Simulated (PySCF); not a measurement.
# Se⁺: excitation energies in def2-QZVPPD

Aim: the excitation energy of selenium from differences of total energies, at each level of theory, and how far each lands from the tabulated value where there is one.

The numbers are computed with PySCF 2.14.0 (unrestricted determinants in a Gaussian basis, no spin-orbit coupling in the energies), except any that are marked as measured or tabulated.

## 1. The system

```
Element                                   : selenium (Z = 34)
Basis                                     : def2-QZVPPD (12s8p5d4f1g, 98 functions)
Hamiltonian                               : the non-relativistic Hamiltonian (point nucleus)
State 1                                   : Se⁺: [Ar] 3d10 4s2 4p2 5s1, high-spin 4P determinant (an excited configuration)
State 2                                   : Se⁺: [Ar] 3d10 4s1 4p3 4d1, high-spin 6D determinant (an excited configuration)
Needed too, but not shown                 : Se⁺ [Ar] 3d10 4s2 4p3 (4S)
Methods                                   : CCSD(T)
Core shells frozen in the correlated runs : valence: [Ar] 3d10 (for Se⁺)
```

The outer shells:

Se+ [Ar] 3d10 4s2 4p2 5s1
```
[Ar] core
3d [↑↓][↑↓][↑↓][↑↓][↑↓]
4s [↑↓]
4p [↑ ][↑ ][  ]
5s [↑ ]
```

Se+ [Ar] 3d10 4s1 4p3 4d1
```
[Ar] core
3d [↑↓][↑↓][↑↓][↑↓][↑↓]
4s [↑ ]
4p [↑ ][↑ ][↑ ]
4d [↑ ][  ][  ][  ][  ]
```

The runs were made by one driver on top of PySCF. The scripts below sum up each run's settings (the driver also hands on starting orbitals that pick excited configurations, and frozen orbitals as a list rather than a count), and the logs come from the driver's own runs. The driver starts from symmetry-adapted Hartree-Fock orbitals, holds the occupation by maximum overlap and uses a logarithmic radial grid for functionals, so a plain start would take other cycles.

The integrals over 98 functions and the set-up took 1.3 s of CPU time.

## 2. Se⁺ [Ar] 3d10 4s2 4p2 5s1, at CCSD(T) (valence)

#### CCSD(T) (valence)

input.py reads:

```python
from pyscf import gto, scf, dft, mp, cc
import basis_set_exchange as bse
mol = gto.M(atom="Se 0 0 0", charge=1, spin=3, symmetry="D2h",
            basis=gto.basis.parse(bse.get_basis("def2-QZVPPD", elements=["Se"], fmt="nwchem")))
mf = scf.UHF(mol)
mf.irrep_nelec = {'Ag': (7, 6), 'B1g': (1, 1), 'B2g': (1, 1), 'B3g': (1, 1), 'B1u': (3, 2), 'B2u': (3, 2), 'B3u': (2, 2)}
mf.kernel()
mycc = cc.CCSD(mf, frozen=14).run()
mycc.ccsd_t()
```

## 3. Se⁺ [Ar] 3d10 4s1 4p3 4d1, at CCSD(T) (valence)

#### CCSD(T) (valence)

input.py reads:

```python
from pyscf import gto, scf, dft, mp, cc
import basis_set_exchange as bse
mol = gto.M(atom="Se 0 0 0", charge=1, spin=5, symmetry="D2h",
            basis=gto.basis.parse(bse.get_basis("def2-QZVPPD", elements=["Se"], fmt="nwchem")))
mf = scf.UHF(mol)
mf.irrep_nelec = {'Ag': (6, 5), 'B1g': (2, 1), 'B2g': (1, 1), 'B3g': (1, 1), 'B1u': (3, 2), 'B2u': (3, 2), 'B3u': (3, 2)}
mf.kernel()
mycc = cc.CCSD(mf, frozen=14).run()
mycc.ccsd_t()
```

**Question.** What will these runs give?

**Answer**, as computed:

| quantity | value |
| --- | --- |
| excitation energy, Se⁺ → [Ar] 3d10 4s2 4p2 5s1 | UHF 11.956, CCSD(T) (valence) 12.098 eV; reference 12.084 |
| excitation energy, Se⁺ → [Ar] 3d10 4s1 4p3 4d1 | UHF 18.132, CCSD(T) (valence) 19.835 eV |

Accuracy by level (over 2 differences):

| method | mean absolute miss against CCSD(T) (valence) (eV) |
| --- | --- |
| UHF | 0.923 |
| MP2 (valence) | 0.146 |
| SCS-MP2 (valence) | 0.119 |
| CCSD (valence) | 0.038 |
| CCSD(T) (valence) | 0.000 |

In words: For the first difference the methods span 0.206 eV, from UHF (11.956) to MP2 (valence) (12.162). The reference is uncertain or not like for like (spin-orbit coupling or other relativistic terms), so no ranking of close methods is drawn. All values hold for this basis alone; no basis-set limit was taken.
